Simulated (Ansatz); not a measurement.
# Ti3Al: the cost of one run

Computed with Ansatz 0.2.0 (DFT LDA, scalar-relativistic, plane waves, PAW, unless a step's input says otherwise).

4 further runs of the same task are left out: 4 set aside as unsound or not needed.

**1. Starting point**

Symmetry: P-6m2, No. 187, hexagonal system. The conventional cell has a = 2.944 Å, b = 2.944 Å, c = 9.315 Å, α = 90.00°, β = 90.00°, γ = 120.00°. Around Ti (site symmetry -6m2) lie 12 Ti at 2.87 to 2.94 Å. Ti (site symmetry 3m) is surrounded by 9 Ti at 2.87 to 2.94 Å and 3 Al at 2.89 Å. Around Al (site symmetry -6m2) lie 6 Ti at 2.89 Å and 6 Al at 2.94 Å.

Coordinates:

```cif
data_structure
_symmetry_space_group_name_H-M 'P 1'
_symmetry_Int_Tables_number 1
_cell_length_a 2.9443
_cell_length_b 2.9443
_cell_length_c 9.3150
_cell_angle_alpha 90.000
_cell_angle_beta 90.000
_cell_angle_gamma 120.000
_cell_volume 69.93
loop_
_atom_site_label
_atom_site_type_symbol
_atom_site_fract_x
_atom_site_fract_y
_atom_site_fract_z
_atom_site_occupancy
Ti1 Ti 0.66667 0.33333 0.00000 1
Ti2 Ti 0.33333 0.66667 0.75152 1
Ti3 Ti 0.33333 0.66667 0.24848 1
Al1 Al 0.66667 0.33333 0.50000 1
```

**2. Volume 17.483 Å³ an atom, total moment held at 0.500 muB a cell**

File input.yaml:

```yaml
crystal:
  lattice:
    - [2.9442887422, 0.0, 0.0]
    - [-1.4721443711, 2.5498288469, 0.0]
    - [0.0, 0.0, 9.3150356298]
  atoms:
    - { symbol: Ti, position: [0.6666666667, 0.3333333333, 0.0], spin: 0.167 }
    - { symbol: Ti, position: [0.3333333333, 0.6666666667, 0.7515223655], spin: 0.167 }
    - { symbol: Ti, position: [0.3333333333, 0.6666666667, 0.2484776345], spin: 0.167 }
    - { symbol: Al, position: [0.6666666667, 0.3333333333, 0.5] }
basis:
  ecutwfc: 520.0
kpoints:
  mp_grid: { grid: [18, 18, 6] }
hamiltonian:
  xc: lda
  pseudopotentials: { kind: paw, azcp: { folder: soft_1 } }
scf:
  occupations: { method: gaussian, width: 0.15 }
  lower_state_search: "off"
output:
  forces: true
  stress: true
  eigenvalues: true
  populations: true
magnetization:
  spin_polarized: true
  initial_magnetization: 0.5
  spin_locking: { lock_magnetization: hard }
```

Launch:

```bash
$ ansatz run input.yaml --threads 4 --pin off --max-ram 8192MiB --backend cpu --events-out ev --progress --plain --runs-dir out
```

What time and memory should one allow on 4 threads of Arm Neoverse V2, shared host?

About 22 s, with a peak of 0.75 GiB.
